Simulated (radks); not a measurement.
# Cs inside a hard spherical wall

The task here is to estimate one member of a computed series from the others.

The numbers are computed with radks (a radial shooting solver on a logarithmic mesh, Libxc functionals) version 1 (scalar-relativistic Kohn-Sham, LDA (Slater exchange, Perdew-Wang correlation), spin-unpolarised, spherical densities, finite nucleus), except any that are marked as measured or tabulated.

## What is computed

* element: caesium (Z = 55)
* charge: 0
* electrons: 55
* configuration: [Xe] 6s1
* nuclear rms radius: 4.8041 fm

Outer shells as boxes (Hund's rule):

Cs
```
[Xe] core
6s [↑ ]
```

Set-up of the first run:

Input:

```text
Z 55
configuration [Xe] 6s1 5d0 6p0 7s0
relativity scalar-relativistic
functional lda,pw
spin unpolarised
nucleus finite rms 4.8041 fm
c 137.035999084
```

Steps of the session up to this table: The free atom; Wall at 20 bohr; Wall at 15 bohr; Wall at 12 bohr; Wall at 7 bohr; Wall at 3.5 bohr; Wall at 3 bohr; Wall at 1.5 bohr.

One of the session's tables, all rows but one given; the rest of the session is left out.

| R (bohr) | E − E(free) (eV) | ε(6s) (eV) | ε(6p, empty) (eV) | ε(5d, empty) (eV) | ε(7s, empty) (eV) |
| --- | --- | --- | --- | --- | --- |
| free | 0.000 | -2.225 | -0.780 | -0.478 | -0.074 |
| 20 | ? | ? | ? | ? | ? |
| 15 | 0.006 | -2.205 | -0.695 | -0.430 | 0.756 |
| 12 | 0.051 | -2.096 | -0.416 | -0.274 | 2.050 |
| 7 | 1.669 | 0.139 | 3.511 | 1.477 | 14.300 |
| 3.5 | 53.045 | 37.041 | 50.084 | 19.364 | 117.31 |
| 3 | 111.52 | 66.578 | 83.569 | 33.050 | 182.99 |
| 1.5 | 2246.7 | 637.79 | 678.80 | 315.21 | 1221.4 |

Q: Estimate the row for R (bohr) = 20 from the others.

The run gave: E − E(free) (eV): 0.000; ε(6s) (eV): -2.224; ε(6p, empty) (eV): -0.773; ε(5d, empty) (eV): -0.474; ε(7s, empty) (eV): 0.146.

From R = 7 bohr inwards the highest occupied level lies above zero, pushed up by confinement. Shells are not refilled when levels cross, and a hard wall is a model, not a crystal.
